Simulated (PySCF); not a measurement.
**Bi(BH4)3: other functionals and bases at one geometry**

An exercise on one series of results from a longer session: the logs are not shown, and one member is left open.

Method: several levels, as the steps say, no spin–orbit coupling; program: PySCF 2.14.0.

2 further runs of the same task are left out: 2 for a known fault of the program.

## Starting geometry

16 atoms, charge 0, spin multiplicity 1.

Bond lengths: Bi1–B2 2.493 Å, Bi1–H5 2.064 Å, Bi1–B7 2.493 Å, Bi1–H10 2.064 Å, Bi1–B12 2.493 Å, Bi1–H15 2.064 Å, B2–H3 1.217 Å, B2–H4 1.220 Å, B2–H5 1.304 Å, B2–H6 1.235 Å, B7–H8 1.217 Å, B7–H9 1.220 Å, B7–H10 1.304 Å, B7–H11 1.235 Å, B12–H13 1.217 Å, B12–H14 1.220 Å, B12–H15 1.304 Å, B12–H16 1.235 Å. Angles: B2–Bi1–H5 31.5°, B2–Bi1–B7 112.1°, B2–Bi1–H10 88.3°, B2–Bi1–B12 112.1°, B2–Bi1–H15 105.4°, H5–Bi1–B7 105.4°, H5–Bi1–H10 74.5°, H5–Bi1–B12 88.3°, H5–Bi1–H15 74.5°, B7–Bi1–H10 31.5°, B7–Bi1–B12 112.1°, B7–Bi1–H15 88.3°, H10–Bi1–B12 105.4°, H10–Bi1–H15 74.5°, B12–Bi1–H15 31.5°, Bi1–B2–H3 144.9°, Bi1–B2–H4 89.3°, Bi1–B2–H5 55.8° and more.

As a file:

```
Bi    0.00000    0.00000    0.14703
B     2.38756   -0.01218   -0.56962
H     3.14149    0.06156   -1.52174
H     2.61318   -0.88698    0.25048
H     1.39216   -0.37489   -1.32929
H     2.19971    1.10926   -0.08776
B    -1.18324    2.07378   -0.56960
H    -1.62406    2.68984   -1.52170
H    -0.53844    2.70656    0.25051
H    -0.37142    1.39310   -1.32927
H    -2.06050    1.35038   -0.08773
B    -1.20433   -2.06160   -0.56961
H    -1.51745   -2.75138   -1.52172
H    -2.07473   -1.81959    0.25050
H    -1.02076   -1.01820   -1.32927
H    -0.13921   -2.45963   -0.08775
```

Formal oxidation states: Bi +3. An earlier session relaxed this geometry at PBE0, Bi def2-SVP with ECP60, B def2-SVP, H def2-SVP (singlet, point group C3).

At PBE0 on the finer grid: E = -296.085845 Eh, HOMO -8.65 eV, LUMO -2.37 eV, Mulliken charge on Bi1 +0.67 e, largest force component 0.009 eV/Å. 

Levels to run: BLYP; HF; BP86; revPBE; PBE0, TZVP; PBE0, x2c-SVP. Hardware: 2 threads of Arm Neoverse V1, shared host.

The first run:

The input, run.py (the lines that set the calculation):

```python
mol = gto.M(atom='''
Bi     0.00000     0.00000     0.14703
B      2.38756    -0.01218    -0.56962
H      3.14149     0.06156    -1.52174
H      2.61318    -0.88698     0.25048
H      1.39216    -0.37489    -1.32929
H      2.19971     1.10926    -0.08776
B     -1.18324     2.07378    -0.56960
H     -1.62406     2.68984    -1.52170
H     -0.53844     2.70656     0.25051
H     -0.37142     1.39310    -1.32927
H     -2.06050     1.35038    -0.08773
B     -1.20433    -2.06160    -0.56961
H     -1.51745    -2.75138    -1.52172
H     -2.07473    -1.81959     0.25050
H     -1.02076    -1.01820    -1.32927
H     -0.13921    -2.45963    -0.08775''',
    basis={'Bi': 'def2-SVP', 'B': 'def2-SVP', 'H': 'def2-SVP'},
    ecp={'Bi': 'def2-SVP'},
    charge=0, spin=0)
mf = dft.RKS(mol, xc='BLYP')
mf.grids.atom_grid = (75, 302)
mf = mf.density_fit()  # fitting sets: Bi def2-universal-JKFIT, B def2-universal-JKFIT, H def2-universal-JKFIT
mf.conv_tol = 1e-08; mf.max_cycle = 55
mf.kernel(dm0)  # dm0: the density of the relaxed state
```

Command:

```
$ OMP_NUM_THREADS=2 python run.py
```

Steps of the session up to this table: BLYP; HF; BP86; revPBE; PBE0, TZVP; PBE0, x2c-SVP.

One of the session's tables, all rows but one given; the rest of the session is left out.

```
              level  HOMO (eV)  gap (eV)  charge on Bi1 (e)  dipole (D)  largest force component (eV/Å)
PBE0 (relaxed here)      -8.65      6.27               0.67        1.61                            0.01
               BLYP      -7.36      4.43               0.61        1.57                            0.68
                 HF     -11.43     12.02               0.96        2.15                            0.87
               BP86      -7.59      4.44               0.58        1.45                            0.48
             revPBE      -7.45      4.49               0.61        1.53                            0.59
         PBE0, TZVP          ?         ?                  ?           ?                               ?
      PBE0, x2c-SVP      -8.66      6.33               0.62        1.58                            1.19
```

**Question.** Estimate the row for PBE0, TZVP.

The run gave: HOMO (eV): -8.67; gap (eV): 6.33; charge on Bi1 (e): 0.83; dipole (D): 1.72; largest force component (eV/Å): 0.23. In the column «HOMO (eV)» it lies between HF (-11.43) and PBE0, x2c-SVP (-8.66).

In one basis the HOMO–LUMO gap runs from 4.43 eV (BLYP) to 12.02 eV (HF). The largest leftover force, 1.19 eV/Å with PBE0, x2c-SVP, stands at a geometry relaxed at another level. Total energies of different levels can't be compared.
